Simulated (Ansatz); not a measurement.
**Cl₂FGeI: a ladder of functionals and wavefunction methods**

The task here is to estimate one member of a computed series from the others.

Program: Ansatz 0.2.0, Gaussian basis. Level of theory: functionals in def2-TZVPP, the program's frozen cores in correlated methods. These are calculated values, not measurements.

Levels to be run: LDA (SPW92), PBE-D4, revPBE-D4, BLYP-D4, r2SCAN-D4, B97M-V, PBE0-D4, B3LYP-D4, r2SCANh-D4, r2SCAN0-D4, HSE06-D4, BHLYP-D4, CAM-B3LYP-D4, LC-ωPBE, ωB97X-V, ωB97M-V, B2PLYP, PBE-QIDH; CCSD(T)/def2-SVP; CCSD(T)/def2-TZVPP; MP2/def2-QZVPP; extrapolation to the limit; RPA on PBE.

**The relaxed structure**

An earlier PBE0-D4 in a triple-zeta def2 set relaxation fixed the geometry. I takes the def2 core potential; no spin-orbit term is included.

5 atoms, charge 0, spin multiplicity 1.

Atoms are counted from 1 here; the program's logs count them from 0.

Bond lengths: F1–Ge2 1.717 Å, Ge2–Cl3 2.116 Å, Ge2–Cl4 2.116 Å, Ge2–I5 2.466 Å. Angles: F1–Ge2–Cl3 106.6°, F1–Ge2–Cl4 106.6°, F1–Ge2–I5 108.6°, Cl3–Ge2–Cl4 109.9°, Cl3–Ge2–I5 112.4°, Cl4–Ge2–I5 112.4°.

As a file:

```xyz
5
charge 0, multiplicity 1
F    -0.39574   -0.05001    1.71687
Ge   -0.00663   -0.06008    0.04476
Cl    1.71624   -1.26967   -0.16706
Cl   -1.64380   -0.95714   -0.95085
I     0.37973    2.26320   -0.68514
```

The first run:

File in.yaml:

```yaml
crystal:
  periodic: [false, false, false]
  atoms:
    - {symbol: F, position_ang: [-0.395740, -0.050008, 1.716875]}
    - {symbol: Ge, position_ang: [-0.006633, -0.060081, 0.044763]}
    - {symbol: Cl, position_ang: [1.716243, -1.269672, -0.167055]}
    - {symbol: Cl, position_ang: [-1.643804, -0.957139, -0.950848]}
    - {symbol: I, position_ang: [0.379733, 2.263200, -0.685136]}
basis:
  gaussian: {orbitals: def2-TZVPP}
hamiltonian: {xc: lda}
output: {orbitals: {seedname: orbitals}}
```

Among the steps run: LDA; PBE-D4 (GGA); revPBE-D4 (GGA); BLYP-D4 (GGA); r2SCAN-D4 (meta-GGA); B97M-V (meta-GGA); PBE0-D4 (hybrid); B3LYP-D4 (hybrid); r2SCANh-D4 (hybrid); r2SCAN0-D4 (hybrid); HSE06-D4 (hybrid); BHLYP-D4 (hybrid); CAM-B3LYP-D4 (range-separated); LC-ωPBE-D4 (range-separated; the results give it without D4); ωB97X-V (range-separated); ωB97M-V (range-separated); B2PLYP (double hybrid); PBE-QIDH (double hybrid).

One of the session's tables, all rows but one given; the rest of the session is left out.

It belongs to the step «Orbital energies across the functionals». 

| functional | HOMO (eV) | LUMO (eV) | gap (eV) |
| --- | --- | --- | --- |
| LDA (SPW92) | -7.52 | -3.73 | 3.79 |
| PBE-D4 | -7.34 | -3.42 | 3.92 |
| revPBE-D4 | ? | ? | ? |
| BLYP-D4 | -7.15 | -3.36 | 3.79 |
| r2SCAN-D4 | -7.68 | -3.25 | 4.43 |
| B97M-V | -7.67 | -3.09 | 4.58 |
| PBE0-D4 | -8.55 | -2.55 | 6.00 |
| B3LYP-D4 | -8.28 | -2.84 | 5.44 |
| r2SCANh-D4 | -8.12 | -2.93 | 5.18 |
| r2SCAN0-D4 | -8.77 | -2.45 | 6.31 |
| HSE06-D4 | -8.16 | -2.92 | 5.24 |
| BHLYP-D4 | -9.56 | -1.60 | 7.96 |
| CAM-B3LYP-D4 | -9.81 | -1.56 | 8.25 |
| LC-ωPBE | -11.19 | -0.37 | 10.82 |
| ωB97X-V | -10.83 | -0.44 | 10.40 |
| ωB97M-V | -10.69 | -0.57 | 10.12 |

Q: Estimate the row for revPBE-D4 from the others.

As computed: HOMO (eV): -7.28; LUMO (eV): -3.31; gap (eV): 3.97. In the column «HOMO (eV)» it lies between PBE-D4 (-7.34) and BLYP-D4 (-7.15).
